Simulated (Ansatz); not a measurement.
La₃Ga, space group Pm-3m, a short molecular-dynamics run

With Ansatz 0.2.0, Python API.

Run as a notebook:

**Cell 1**
```python
import json
import warnings

import ansatz
import matplotlib.pyplot as plt
import numpy as np
from pymatgen.core import Lattice, Structure
from pymatgen.io.ase import AseAtomsAdaptor
```

**Cell 2**
```python
warnings.simplefilter("ignore", ansatz.DeckWarning)
```

**Cell 3**
```python
pmg_structure = Structure(
    Lattice([(4.93068257, 0.0, 0.0), (0.0, 4.93068257, 0.0), (0.0, 0.0, 4.93068257)]),
    ["La", "La", "La", "Ga"],
    [
        (0.0, 0.5, 0.5),
        (0.5, 0.5, 0.0),
        (0.5, 0.0, 0.5),
        (0.0, 0.0, 0.0),
    ],
)
structure = ansatz.Crystal.from_ase(AseAtomsAdaptor.get_atoms(pmg_structure))
```

**Cell 4**
```python
model = (
    structure.supercell(2, 1, 1).calculation()
    .kpoints(spacing=0.9)
    .functional("PBEsol")
    .occupations("fermi_dirac", width=0.1)
    .md("langevin", timestep=1.0, steps=20, temperature=500, friction=0.01, initial_velocities="maxwell_boltzmann", seed=783)
)
result = model.run(events_out="la3ga.ndjson")
with open("la3ga.ndjson") as stream:
    events = [json.loads(line) for line in stream]
steps = [e["data"] for e in events if e["event"] == "md_step"]
report = result.report
```

**Cell 5**
```python
[(site.symbol, site.position_frac.round(4).tolist()) for site in result.lattice.sites]
```
Output:
```text
[(<Element.LA: 'La'>, [-0.0001, 0.4993, 0.5021]), (<Element.LA: 'La'>, [0.2501, 0.5115, -0.0103]),
 (<Element.LA: 'La'>, [0.2474, -0.0049, 0.5122]), (<Element.GA: 'Ga'>, [-0.0014, -0.0105, -0.0026]),
 (<Element.LA: 'La'>, [0.4973, 0.4966, 0.4966]), (<Element.LA: 'La'>, [0.7503, 0.5076, 0.0072]),
 (<Element.LA: 'La'>, [0.7536, 0.007, 0.5012]), (<Element.GA: 'Ga'>, [0.4984, -0.0195, -0.0108])]
```

**Cell 6**
```python
for s in steps[::1]:
    print("%3d %7.1f fs  total %.4f eV  T %6.1f K" % (s["step"], s["time_fs"], s["lagrangian_ev"] + s["e_kin_ev"], s["temperature_k"]))
```
Output:
```text
  0     0.0 fs  total -44456.1531 eV  T  437.5 K
  1     1.0 fs  total -44456.1197 eV  T  469.8 K
  2     2.0 fs  total -44456.1006 eV  T  487.9 K
  3     3.0 fs  total -44456.1123 eV  T  476.3 K
  4     4.0 fs  total -44456.0839 eV  T  503.3 K
  5     5.0 fs  total -44456.1216 eV  T  466.0 K
  6     6.0 fs  total -44456.1121 eV  T  474.5 K
  7     7.0 fs  total -44456.1106 eV  T  474.8 K
  8     8.0 fs  total -44456.1050 eV  T  479.1 K
  9     9.0 fs  total -44456.1137 eV  T  469.4 K
 10    10.0 fs  total -44456.0633 eV  T  516.5 K
 11    11.0 fs  total -44456.1259 eV  T  454.4 K
 12    12.0 fs  total -44456.1173 eV  T  461.0 K
 13    13.0 fs  total -44456.1437 eV  T  433.6 K
 14    14.0 fs  total -44456.1035 eV  T  470.5 K
 15    15.0 fs  total -44456.1000 eV  T  472.0 K
 16    16.0 fs  total -44456.1476 eV  T  423.9 K
 17    17.0 fs  total -44456.1402 eV  T  429.1 K
 18    18.0 fs  total -44456.1597 eV  T  408.2 K
 19    19.0 fs  total -44456.1317 eV  T  433.1 K
 20    20.0 fs  total -44456.1446 eV  T  418.4 K
```

**Cell 7**
```python
temperature = np.array([s["temperature_k"] for s in steps])
print(f"mean temperature of the second half {temperature[len(steps) // 2 :].mean():.1f} K")


with open("trajectory.xyz", "w") as handle:
    for s in steps[::5]:
        handle.write(f"{len(s['positions_ang'])}\nt = {s['time_fs']} fs\n")
        for site, xyz in zip(result.lattice.sites, s["positions_ang"]):
            handle.write("{} {:.4f} {:.4f} {:.4f}\n".format(site.symbol, *xyz))
```
Output:
```text
mean temperature of the second half 447.3 K
```

**Cell 8**
```python
time = [s["time_fs"] for s in steps]
fig, ax = plt.subplots(figsize=(5, 3))
ax.plot(time, [s["lagrangian_ev"] - steps[0]["lagrangian_ev"] for s in steps], label="potential")
ax.plot(time, [s["e_kin_ev"] for s in steps], label="kinetic")
ax.set(xlabel="time (fs)", ylabel="energy (eV)")
ax.legend()
fig.tight_layout()
fig.savefig("md.png", dpi=100)
```

File `trajectory.xyz` afterwards:
```text
8
t = 0.0 fs
La 0.0000 2.4653 2.4653
La 2.4653 2.4653 0.0000
La 2.4653 0.0000 2.4653
Ga 0.0000 0.0000 0.0000
La 4.9307 2.4653 2.4653
La 7.3960 2.4653 0.0000
La 7.3960 0.0000 2.4653
Ga 4.9307 0.0000 0.0000
8
t = 5.0 fs
La 0.0029 2.4629 2.4689
La 2.4627 2.4753 -0.0163
La 2.4601 -0.0071 2.4789
Ga -0.0047 -0.0120 -0.0012
La 4.9235 2.4604 2.4598
La 7.4011 2.4763 0.0093
La 7.4044 0.0077 2.4674
Ga 4.9291 -0.0257 -0.0171
8
t = 10.0 fs
La 0.0041 2.4614 2.4715
La 2.4622 2.4894 -0.0298
La 2.4531 -0.0136 2.4941
Ga -0.0071 -0.0239 -0.0033
La 4.9166 2.4564 2.4569
La 7.4023 2.4857 0.0202
La 7.4131 0.0177 2.4659
Ga 4.9295 -0.0506 -0.0322
8
t = 15.0 fs
La 0.0019 2.4607 2.4727
La 2.4645 2.5040 -0.0409
La 2.4456 -0.0213 2.5101
Ga -0.0109 -0.0364 -0.0075
La 4.9089 2.4520 2.4555
La 7.4018 2.4942 0.0277
La 7.4223 0.0293 2.4670
Ga 4.9225 -0.0745 -0.0449
8
t = 20.0 fs
La -0.0014 2.4618 2.4755
La 2.4661 2.5219 -0.0507
La 2.4399 -0.0241 2.5255
Ga -0.0133 -0.0517 -0.0127
La 4.9038 2.4488 2.4487
La 7.3988 2.5026 0.0353
La 7.4317 0.0346 2.4711
Ga 4.9146 -0.0960 -0.0534
```

Reading the output:
- Absolute energies stand on the zero of these potentials, so only differences at equal settings mean something. A total without «per atom» is that of the whole cell that was run.
- For a metal this mesh is far too coarse, so the numbers only illustrate the procedure.
- The structure comes from a database of computed cells and needn't be a stable or known phase.
- A small cell, a coarse mesh and a very short run: it shows the set-up and gives no equilibrium averages.
- It ran for 61 s on 1 thread of Arm Neoverse V2 (shared host), peak memory 0.67 GiB.
